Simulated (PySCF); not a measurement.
# TiH4 (SMILES [H][Ti]([H])([H])[H]) at 6 levels

Wanted: a comparison of 6 runs (HF/STO-3G, HF/def2-SVP, B3LYP/6-31G*, PBE0/def2-SVP, SVWN5/def2-SVP) of TiH4. 

The calculation is run with PySCF 2.14.0.

**1. The structure to begin with**

The species is TiH4 (5 atoms), meant as a singlet with charge 0. As SMILES, `[H][Ti]([H])([H])[H]`. Geometry: a GFN2-xTB relaxation, a rough one for these elements and not checked as a minimum.

Bond lengths: Ti1–H2 1.731 Å, Ti1–H3 1.731 Å, Ti1–H4 1.731 Å, Ti1–H5 1.731 Å. Angles: H2–Ti1–H3 109.4°, H2–Ti1–H4 109.4°, H2–Ti1–H5 109.5°, H3–Ti1–H4 109.5°, H3–Ti1–H5 109.5°, H4–Ti1–H5 109.4°.

**2. Energy and forces at HF/STO-3G (run 1)**

File mol.xyz:

```xyz
5
H4Ti
Ti    -0.000010    -0.000210    -0.000150
H      0.010960    -0.016820     1.730970
H      1.628940     0.010440    -0.586290
H     -0.824250     1.416520    -0.557510
H     -0.815640    -1.409940    -0.587010
```

File job.py:

```python
from pyscf import gto

system = gto.Mole()
system.atom = 'mol.xyz'
system.spin = 0
system.charge = 0
system.max_memory = 1860
system.verbose = 3
system.basis = 'sto-3g'
system.build()

calc0 = system.RHF()
calc0.conv_tol = 1e-10
calc0.kernel()
if not calc0.converged:
    calc0 = calc0.newton().run(calc0.mo_coeff, calc0.mo_occ)

energy = calc0.e_tot
print('E = %.10f Eh' % energy)
grad = calc0.nuc_grad_method().kernel()
dip = calc0.dip_moment()
pop, q = calc0.mulliken_pop()
```

Launch:

```console
$ OMP_NUM_THREADS=1 python job.py
```

Log:

```text
converged SCF energy = -842.045741482724
E = -842.0457414827 Eh
--------------- RHF gradients ---------------
         x                y                z
0 Ti    -0.0000097396    -0.0000718803    -0.0000513545
1 H     0.0001546335    -0.0001719197     0.0213135220
2 H     0.0200579462     0.0001277198    -0.0071862970
3 H    -0.0101647432     0.0174363164    -0.0068420752
4 H    -0.0100380968    -0.0173202363    -0.0072337953
----------------------------------------------
Dipole moment(X, Y, Z, Debye): -0.00008, -0.00195, -0.00143
 ** Mulliken pop  **
pop of  0 Ti 1s           1.99993
pop of  0 Ti 2s           1.99710
pop of  0 Ti 3s           2.01957
pop of  0 Ti 4s           0.96710
pop of  0 Ti 2px          1.99791
pop of  0 Ti 2py          1.99791
pop of  0 Ti 2pz          1.99791
pop of  0 Ti 3px          1.97939
pop of  0 Ti 3py          1.97938
pop of  0 Ti 3pz          1.97938
pop of  0 Ti 4px          0.44436
pop of  0 Ti 4py          0.44410
pop of  0 Ti 4pz          0.44413
pop of  0 Ti 3dxy         0.25731
pop of  0 Ti 3dyz         0.12540
pop of  0 Ti 3dz^2        0.38245
pop of  0 Ti 3dxz         0.12955
pop of  0 Ti 3dx2-y2      0.25269
pop of  1 H 1s            1.15110
pop of  2 H 1s            1.15111
pop of  3 H 1s            1.15110
pop of  4 H 1s            1.15112
 ** Mulliken atomic charges  **
charge of    0Ti =      0.60443
charge of    1H =     -0.15110
charge of    2H =     -0.15111
charge of    3H =     -0.15110
charge of    4H =     -0.15112
```

It took 4.2 s on 1 thread of Intel Xeon at 2.50GHz (Skylake/Cascade Lake), shared host; peak memory 0.12 GiB.

**3. Energy and forces at HF/def2-SVP (run 2)**

File run.py:

```python
from pyscf import gto

system = gto.Mole()
system.atom = '''
Ti  -0.000010  -0.000210  -0.000150
H    0.010960  -0.016820   1.730970
H    1.628940   0.010440  -0.586290
H   -0.824250   1.416520  -0.557510
H   -0.815640  -1.409940  -0.587010
'''
system.verbose = 4
system.basis = 'def2-svp'
system.spin = 0
system.max_memory = 1860
system.build()

mf = system.RHF()
mf.conv_tol = 1e-10
mf.kernel()
if not mf.converged:
    mf = mf.newton().run(mf.mo_coeff, mf.mo_occ)

e_final = mf.e_tot
print('Final energy', e_final)
grad = mf.nuc_grad_method().kernel()
mf.analyze()
```

Launch:

```console
$ OMP_NUM_THREADS=1 python run.py
```

Log:

```text
PySCF version 2.14.0

[INPUT] num. atoms = 5
[INPUT] num. electrons = 26
[INPUT] charge = 0
[INPUT] spin (= nelec alpha-beta = 2S) = 0
[INPUT] symmetry False subgroup None
[INPUT] Mole.unit = angstrom
[INPUT] Symbol           X                Y                Z      unit          X                Y                Z       unit  Magmom
[INPUT]  1 Ti    -0.000010000000  -0.000210000000  -0.000150000000 AA   -0.000018897261  -0.000396842486  -0.000283458919 Bohr   0.0
[INPUT]  2 H      0.010960000000  -0.016820000000   1.730970000000 AA    0.020711398325  -0.031785193415   3.271059229838 Bohr   0.0
[INPUT]  3 H      1.628940000000   0.010440000000  -0.586290000000 AA    3.078250473349   0.019728740740  -1.107927529571 Bohr   0.0
[INPUT]  4 H     -0.824250000000   1.416520000000  -0.557510000000 AA   -1.557606758173   2.676834849969  -1.053541211706 Bohr   0.0
[INPUT]  5 H     -0.815640000000  -1.409940000000  -0.587010000000 AA   -1.541336216240  -2.664400452069  -1.109288132381 Bohr   0.0

[... 60 lines left out ...]
One-electron Energy =                -1216.668324251178547
[... 7 lines left out ...]
MO #3   energy= -18.063200205593   occ= 2
[... 5 lines left out ...]
MO #9   energy= -1.95800505658529  occ= 2
[... 5 lines left out ...]
MO #15  energy= 0.0433644959199273 occ= 0
[... 5 lines left out ...]
MO #21  energy= 0.258118476828849  occ= 0
[... 5 lines left out ...]
MO #27  energy= 0.703793841905686  occ= 0
[... 5 lines left out ...]
MO #33  energy= 1.37894066461555   occ= 0
[... 5 lines left out ...]
MO #39  energy= 1.66130425951748   occ= 0
[... 5 lines left out ...]
MO #45  energy= 2.08503021471913   occ= 0
[... 5 lines left out ...]
MO #51  energy= 2.55054679069072   occ= 0
[... 20 lines left out ...]
pop of  0 Ti 3dx2-y2      0.39337
pop of  0 Ti 4dxy         0.00118
pop of  0 Ti 4dyz         0.00057
pop of  0 Ti 4dz^2        0.00175
pop of  0 Ti 4dxz         0.00059
pop of  0 Ti 4dx2-y2      0.00116
pop of  0 Ti 4f-3         0.00000
pop of  0 Ti 4f-2         0.00013
pop of  0 Ti 4f-1         0.00003
pop of  0 Ti 4f+0         0.00096
pop of  0 Ti 4f+1         0.00003
pop of  0 Ti 4f+2         0.00014
pop of  0 Ti 4f+3         0.00080
pop of  1 H 1s            1.32145
pop of  1 H 2s            0.00699
pop of  1 H 2px           0.00013
pop of  1 H 2py           0.00013
pop of  1 H 2pz           0.00535
pop of  2 H 1s            1.32152
pop of  2 H 2s            0.00699
pop of  2 H 2px           0.00475
pop of  2 H 2py           0.00013
pop of  2 H 2pz           0.00073
pop of  3 H 1s            1.32146
pop of  3 H 2s            0.00699
pop of  3 H 2px           0.00132
pop of  3 H 2py           0.00363
pop of  3 H 2pz           0.00067
pop of  4 H 1s            1.32157
pop of  4 H 2s            0.00699
pop of  4 H 2px           0.00129
pop of  4 H 2py           0.00359
pop of  4 H 2pz           0.00073
 ** Mulliken atomic charges  **
charge of    0Ti =      1.33643
charge of    1H =     -0.33405
charge of    2H =     -0.33413
charge of    3H =     -0.33406
charge of    4H =     -0.33418
Dipole moment(X, Y, Z, Debye): -0.00011, -0.00139, -0.00101
```

Wall time 8.2 s (1 thread of Intel Xeon at 2.50GHz (Skylake/Cascade Lake), shared host); peak memory 0.12 GiB.

Runs 3 to 5 aren't shown in full; the table further down has their settings and results.

**4. Energy and forces at SVWN5/def2-SVP (run 6)**

File job.py:

```python
from pyscf import gto, dft

mol = gto.M(
    atom='''
Ti  -0.000010  -0.000210  -0.000150
H    0.010960  -0.016820   1.730970
H    1.628940   0.010440  -0.586290
H   -0.824250   1.416520  -0.557510
H   -0.815640  -1.409940  -0.587010
''',
    max_memory=1860,
    charge=0,
    basis='def2-svp',
    verbose=4,
)

calc0 = dft.RKS(mol)
calc0.xc = 'svwn'
calc0.grids.level = 5
calc0.conv_tol = 1e-10
calc0.kernel()
if not calc0.converged:
    calc0 = calc0.newton().run(calc0.mo_coeff, calc0.mo_occ)

energy = calc0.e_tot
print(f'total energy: {energy:.8f} hartree')
grad = calc0.nuc_grad_method().kernel()
dip = calc0.dip_moment()
pop, q = calc0.mulliken_pop()
```

Launch:

```console
$ OMP_NUM_THREADS=1 python job.py
```

Log:

```text
PySCF version 2.14.0

[INPUT] num. atoms = 5
[INPUT] num. electrons = 26
[INPUT] charge = 0
[INPUT] spin (= nelec alpha-beta = 2S) = 0
[INPUT] symmetry False subgroup None
[INPUT] Mole.unit = angstrom
[INPUT] Symbol           X                Y                Z      unit          X                Y                Z       unit  Magmom
[INPUT]  1 Ti    -0.000010000000  -0.000210000000  -0.000150000000 AA   -0.000018897261  -0.000396842486  -0.000283458919 Bohr   0.0
[INPUT]  2 H      0.010960000000  -0.016820000000   1.730970000000 AA    0.020711398325  -0.031785193415   3.271059229838 Bohr   0.0
[INPUT]  3 H      1.628940000000   0.010440000000  -0.586290000000 AA    3.078250473349   0.019728740740  -1.107927529571 Bohr   0.0
[INPUT]  4 H     -0.824250000000   1.416520000000  -0.557510000000 AA   -1.557606758173   2.676834849969  -1.053541211706 Bohr   0.0
[INPUT]  5 H     -0.815640000000  -1.409940000000  -0.587010000000 AA   -1.541336216240  -2.664400452069  -1.109288132381 Bohr   0.0

[... 60 lines left out ...]
converged SCF energy = -849.530305908255
total energy: -849.53030591 hartree
[... 12 lines left out ...]
Dipole moment(X, Y, Z, Debye): -0.00008, -0.00126, -0.00092
[... 18 lines left out ...]
pop of  0 Ti 3dxz         0.16712
pop of  0 Ti 3dx2-y2      0.32598
pop of  0 Ti 4dxy         0.17562
pop of  0 Ti 4dyz         0.08559
pop of  0 Ti 4dz^2        0.26104
pop of  0 Ti 4dxz         0.08845
pop of  0 Ti 4dx2-y2      0.17254
pop of  0 Ti 4f-3         0.00000
pop of  0 Ti 4f-2         0.00079
pop of  0 Ti 4f-1         0.00017
pop of  0 Ti 4f+0         0.00179
pop of  0 Ti 4f+1         0.00015
pop of  0 Ti 4f+2         0.00080
pop of  0 Ti 4f+3         0.00163
pop of  1 H 1s            0.67232
pop of  1 H 2s            0.45158
pop of  1 H 2px           0.00013
pop of  1 H 2py           0.00013
pop of  1 H 2pz           0.00659
pop of  2 H 1s            0.67232
pop of  2 H 2s            0.45161
pop of  2 H 2px           0.00585
pop of  2 H 2py           0.00013
pop of  2 H 2pz           0.00087
pop of  3 H 1s            0.67232
pop of  3 H 2s            0.45158
pop of  3 H 2px           0.00159
pop of  3 H 2py           0.00446
pop of  3 H 2pz           0.00080
pop of  4 H 1s            0.67234
pop of  4 H 2s            0.45164
pop of  4 H 2px           0.00156
pop of  4 H 2py           0.00442
pop of  4 H 2pz           0.00087
 ** Mulliken atomic charges  **
charge of    0Ti =      0.52311
charge of    1H =     -0.13074
charge of    2H =     -0.13079
charge of    3H =     -0.13075
charge of    4H =     -0.13083
```

Run time: 14 s. Hardware: 1 thread of Intel Xeon at 2.50GHz (Skylake/Cascade Lake), shared host; peak memory 0.29 GiB.

**5. All runs side by side**

```csv
run,level,integration grid,Cartesian functions,energy (Eh),dipole moment (D),HOMO energy (eV),LUMO energy (eV),wall time
1,HF/STO-3G,–,no,-842.045741,0.00,-10.67,6.05,4.2 s
2,HF/def2-SVP,–,no,-850.472644,0.00,-12.33,1.18,8.2 s
3,B3LYP/6-31G* (spherical functions),5,no,-851.688457,0.00,-8.72,-3.26,25 s
4,B3LYP/6-31G* (Cartesian functions),5,yes,-851.700511,0.00,-8.66,-3.14,21 s
5,PBE0/def2-SVP,5,no,-851.402573,0.00,-8.84,-2.97,23 s
6,SVWN5/def2-SVP,5,no,-849.530306,0.00,-7.41,-4.66,14 s
```

**6. Results**

```
                       quantity          value
            run 6: total energy  -849.53031 Eh
           run 6: dipole moment         0.00 D
             run 6: HOMO energy       -7.41 eV
             run 6: LUMO energy       -4.66 eV
           run 6: HOMO–LUMO gap        2.75 eV
run 6: largest force on an atom     0.367 eV/Å
```

What this shows: The HOMO–LUMO gap runs from 2.75 eV (SVWN5/def2-SVP) to 16.71 eV (HF/STO-3G). The two ends differ in method and basis. Totals of different functionals can't be ranked against each other. In run 1 the basis is minimal, so the values are rough. All runs together took 95 s, the longest 25 s.
